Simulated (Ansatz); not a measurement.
**AlH6NOSi: rigid scan of one bond length in Python**

Wanted for AlH6NOSi: a rigid scan of one bond length. SMILES: [NH2][AlH][O][SiH3].

All numbers are computed with Ansatz 0.2.0 through its Python package. Level of theory: r2SCAN/6-31G*.

**1. The structure**

Bond lengths: N1–Al2 1.881 Å, Al2–O3 1.842 Å, O3–Si4 1.817 Å, N1–H5 1.000 Å, N1–H6 1.048 Å, Al2–H7 1.591 Å, Si4–H8 1.463 Å, Si4–H9 1.428 Å, Si4–H10 1.490 Å. Angles: N1–Al2–O3 119.6°, N1–Al2–H7 119.9°, O3–Al2–H7 120.4°, Al2–N1–H5 110.8°, Al2–N1–H6 109.7°, H5–N1–H6 108.4°, Al2–O3–Si4 103.5°, O3–Si4–H8 106.6°, O3–Si4–H9 109.6°, O3–Si4–H10 107.2°, H8–Si4–H9 111.8°, H8–Si4–H10 109.6°, H9–Si4–H10 111.8°.

No structure file is read: the coordinates are typed or built in the script.

**2. Script**

Input file alh6nosi_scan.py:

```python
'''Potential curve of AlH6NOSi along one bond.'''

import ansatz as az
from ase import Atoms
import numpy as np

atoms = Atoms(['N', 'Al', 'O', 'Si', 'H', 'H', 'H', 'H', 'H', 'H'], positions=[
    [-0.5837, 2.1439, 0.3283],
    [-1.0784, 0.3543, 0.6286],
    [-0.9531, -0.8661, -0.7449],
    [0.773, -1.4278, -0.657],
    [0.1863, 2.4024, 0.9115],
    [-0.2982, 2.2686, -0.6723],
    [-1.5125, -0.1144, 2.0855],
    [0.9478, -2.4103, -1.7274],
    [1.6483, -0.3111, -0.8143],
    [0.9537, -2.0907, 0.665],
])
alh6nosi = az.Crystal.molecule_from_ase(atoms)

symbols = [site.symbol for site in alh6nosi.cartesian_sites]
start = np.array([site.position_ang for site in alh6nosi.cartesian_sites])
axis = (start[7] - start[3]) / np.linalg.norm(start[7] - start[3])
moving = [7]
lengths, energies = [1.24, 1.35, 1.46, 1.61, 1.83, 2.2, 2.63, 3.22], []
for length in lengths:
    xyz = start.copy()
    xyz[moving] += (length - np.linalg.norm(start[7] - start[3])) * axis
    point = az.Crystal.molecule()
    for symbol, place in zip(symbols, xyz):
        point = point.atom(symbol, place.tolist())
    calculation = point.calculation().basis(gaussian='6-31G*').functional('r2SCAN')
    report = calculation.run().report
    energies.append(report['free_energy_ev'])
    print(f'r = {length:6.3f} A  E = {energies[-1]:.5f} eV  <S^2> = {abs(report["mean_field"]["state"]["spin_squared"]):.3f}')

print('energy above the lowest point (eV):', [round(e - min(energies), 3) for e in energies])
```

**3. Running it**

The run is started by

```
$ python alh6nosi_scan.py
```

The log of the run:

```text
r =  1.240 A  E = -18106.12034 eV  <S^2> = 0.000
r =  1.350 A  E = -18106.72948 eV  <S^2> = 0.000
r =  1.460 A  E = -18106.92870 eV  <S^2> = 0.000
r =  1.610 A  E = -18106.81005 eV  <S^2> = 0.000
r =  1.830 A  E = -18106.24228 eV  <S^2> = 0.000
r =  2.200 A  E = -18105.03438 eV  <S^2> = 0.000
r =  2.630 A  E = -18103.79378 eV  <S^2> = 0.000
r =  3.220 A  E = -18102.59084 eV  <S^2> = 0.000
energy above the lowest point (eV): [0.808, 0.199, 0.0, 0.119, 0.686, 1.894, 3.135, 4.338]
```

It took 33 s on 1 thread of Arm Neoverse V2, shared host; peak memory 0.21 GiB.

**4. Run by run**

One row for each of the 8 runs:

```csv
run,distance (Å),energy from run 3 (eV),SCF cycles,CPU time (s)
1,1.24,0.8084,17,4.1
2,1.35,0.1992,17,4
3,1.46,0.0000,17,4.1
4,1.61,0.1187,17,4
5,1.83,0.6864,17,4.2
6,2.20,1.8943,18,4
7,2.63,3.1349,19,4.1
8,3.22,4.3379,23,4.2
```

**5. Results**

```
                  quantity     value
             runs compared         8
           range of energy  4.338 eV
lowest point, distance (Å)      1.46
```

What this shows: The curve has its lowest point inside the range, at 1.46. The ends stand 0.808 and 4.34 eV above it. The distance scanned is the script's pair 3, 7. What to keep in mind:
- The rest of the molecule is held rigid at a force-field or estimated start geometry, and the basis set is modest; single-reference methods fail as a bond breaks.
- The orbitals are restricted, so S² is zero by construction.
- Toward dissociation an unrestricted state can lie under the restricted one, by tenths of an eV for polar bonds under a functional and by 1 to 2 eV or more for others.
